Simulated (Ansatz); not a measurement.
# GaO+ (singlet): from Hartree-Fock to the top rungs at distance O1–Ga2 = 3.145 Å, cc-pVDZ

One table from this session's results is given with a row withheld; the runs are named, their logs left out.

Program: Ansatz 0.2.0, Gaussian basis. Level of theory: cc-pVDZ, core rule «outside noble gas», up to 15 orbitals frozen. These are calculated values, not measurements.

The runs, in order: UHF; CCSD(T) on RHF; CCSD(T) on UHF; BCCD(T) on RHF; CISD; CCSDT(Q) on RHF; CCSDT(Q) on UHF; CCSDTQ on RHF; CCSDTQ on UHF; CASSCF and MRCISD+Q, 2 electrons in 2 orbitals; CASSCF and NEVPT2, 2 electrons in 2 orbitals; CASSCF and MRCISD+Q, 8 electrons in 8 orbitals; CASSCF and NEVPT2, 8 electrons in 8 orbitals; Full CI.

4 further runs of the same task are left out: 4 for a known fault of the program. Runs told in other sessions of the task aren't counted.

## The system

The geometry derives from a PBE0/def2-TZVP stationary point (not a proven minimum). One bond is set to the value named and the two fragments are kept rigid. No spin-orbit coupling is included. The filled d shell of Ga may be among the frozen orbitals whatever the setting's name suggests.

2 atoms, charge 1, spin multiplicity 1.

Atoms are counted from 1 here; the program's logs count them from 0.

No contacts short enough for the rule that draws bonds.

Set-up of the first run:

in.yaml reads:

```yaml
crystal:
  periodic: [false, false, false]
  atoms:
    - {symbol: O, position_ang: [0.000000, 0.000000, 0.000000]}
    - {symbol: Ga, position_ang: [0.000000, 0.000000, 3.145000]}
basis:
  gaussian: {orbitals: cc-pVDZ}
total_charge: 1
magnetization: {spin_polarized: true, initial_magnetization: 0}
hamiltonian: {xc: hf}
output: {orbitals: {seedname: orbitals}}
```

Run with:

```
> ansatz run in.yaml --threads 1 --pin off --events-out ev --progress --plain --max-ram 2816MiB --backend cpu
```

Among the steps run: UHF; CCSD(T) on RHF; CCSD(T) on UHF; BCCD(T) on RHF; CISD; CCSDT(Q) on RHF; CCSDT(Q) on UHF; CCSDTQ on RHF; CCSDTQ on UHF; CASSCF and MRCISD+Q, 2 electrons in 2 orbitals; CASSCF and NEVPT2, 2 electrons in 2 orbitals; CASSCF and MRCISD+Q, 8 electrons in 8 orbitals; CASSCF and NEVPT2, 8 electrons in 8 orbitals; Full CI.

One of the session's tables, all rows but one given; the rest of the session is left out.

| method | from FCI (kJ/mol) |
| --- | --- |
| RHF | +537.6 |
| RMP2 | +157.5 |
| CISD | +78.5 |
| RCCSD | +35.9 |
| RCCSD(T) | +16.8 |
| BCCD(T) | +16.8 |
| RCCSDT | +0.7 |
| RCCSDT(Q) | -0.2 |
| RCCSDTQ | 0.0 |
| CASSCF pair | ? |
| NEVPT2 pair | +71.7 |
| MRCISD pair | +24.6 |
| MRCISD+Q pair | -2.8 |
| CASSCF valence | +339.7 |
| NEVPT2 valence | +71.0 |
| MRCISD valence | +9.6 |
| MRCISD+Q valence | -1.0 |
| FCI | 0 |

**Question.** Estimate the row for CASSCF pair.

**Answer.** from FCI (kJ/mol): +431.6. In the column «from FCI (kJ/mol)» it lies between CASSCF valence (+339.7) and RHF (+537.6).

Caveats from the session: The report flags that the cluster equations may have other roots. Left out of the table: UHF, UMP2, UCCSD, UCCSD(T), UCCSDT, UCCSDT(Q), UCCSDTQ (another determinant or state than the rows shown). The program flags RCCSDT(Q), RCCSDTQ as in doubt, so those rows may rest on another solution. RCCSDT(Q), MRCISD+Q pair, MRCISD+Q valence fall below full CI, which methods that aren't variational can do.
